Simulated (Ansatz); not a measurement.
**GeNH4 (doublet): the correlation ladder, cc-pVDZ**

The task here is to estimate one member of a computed series from the others.

Program: Ansatz 0.2.0, Gaussian basis. Level of theory: cc-pVDZ, core rule «outside noble gas», up to 15 orbitals frozen. These are calculated values, not measurements.

Plan: UHF; CCSD(T) on ROHF; CCSD(T) on UHF; BCCD(T) on ROHF; CISD as a restricted active space (open shells left free, so some higher excitations enter); CCSDT(Q) on ROHF; CCSDT(Q) on UHF.

21 further runs of the same task are left out: 1 for a known fault of the program, 6 that didn't finish, 14 set aside as unsound or not needed. Runs told in other sessions of the task aren't counted.

### The system

The geometry is a PBE0/def2-TZVP stationary point (not a proven minimum). No spin-orbit coupling is included. The filled d shell of Ge may be among the frozen orbitals whatever the setting's name suggests.

6 atoms, charge 0, spin multiplicity 2.

Atoms are counted from 1 here; the program's logs count them from 0.

Bond lengths: Ge1–N2 1.842 Å, Ge1–H3 1.551 Å, Ge1–H4 1.551 Å, N2–H5 1.010 Å, N2–H6 1.010 Å. Angles: N2–Ge1–H3 105.6°, N2–Ge1–H4 105.6°, H3–Ge1–H4 110.5°, Ge1–N2–H5 115.9°, Ge1–N2–H6 115.9°, H5–N2–H6 109.4°.

Set-up of the first run:

Contents of in.yaml:

```yaml
crystal:
  periodic: [false, false, false]
  atoms:
    - {symbol: Ge, position_ang: [0.041422, 0.000000, 0.323463]}
    - {symbol: N, position_ang: [-0.143010, 0.000000, -1.509253]}
    - {symbol: H, position_ang: [-0.692154, 1.274008, 0.817677]}
    - {symbol: H, position_ang: [-0.692154, -1.274008, 0.817677]}
    - {symbol: H, position_ang: [0.193213, 0.824355, -1.986759]}
    - {symbol: H, position_ang: [0.193213, -0.824355, -1.986759]}
basis:
  gaussian: {orbitals: cc-pVDZ}
magnetization: {spin_polarized: true, initial_magnetization: 1}
hamiltonian: {xc: hf}
output: {orbitals: {seedname: orbitals}}
```

The run is started by

```console
$ ansatz run in.yaml --threads 1 --pin off --events-out ev --progress --plain --max-ram 2393MiB
```

Among the steps run: UHF; CCSD(T) on ROHF; CCSD(T) on UHF; BCCD(T) on ROHF; CISD as a restricted active space (open shells left free, so some higher excitations enter); CCSDT(Q) on ROHF; CCSDT(Q) on UHF.

One of the session's tables, all rows but one given; the rest of the session is left out.

| method | from UCCSDT(Q) (meV) |
| --- | --- |
| ROHF | +8207.1 |
| UHF | +8149.4 |
| RMP2 | +1058.5 |
| UMP2 | +1050.1 |
| RCCSD | +241.5 |
| UCCSD | ? |
| RCCSD(T) | +41.1 |
| UCCSD(T) | +38.3 |
| BCCD(T) | +40.2 |
| RCCSDT | +19.6 |
| UCCSDT | +16.8 |
| RCCSDT(Q) | +3.9 |
| UCCSDT(Q) | 0 |

Q: Estimate the row for UCCSD from the others.

The run gave: from UCCSDT(Q) (meV): +237.3. In the column «from UCCSDT(Q) (meV)» it lies between RCCSD(T) (+41.1) and RCCSD (+241.5).

Not comparable, so not listed: CISD as a restricted active space (open shells left free, so some higher excitations enter) (they don't share determinant, frozen orbitals or solution with the rows shown, or repeat one).

To keep in mind: Restricted and unrestricted rows rest on different reference determinants; a gap between their highest levels can come from leftover correlation error, from unlike frozen cores or from another state.
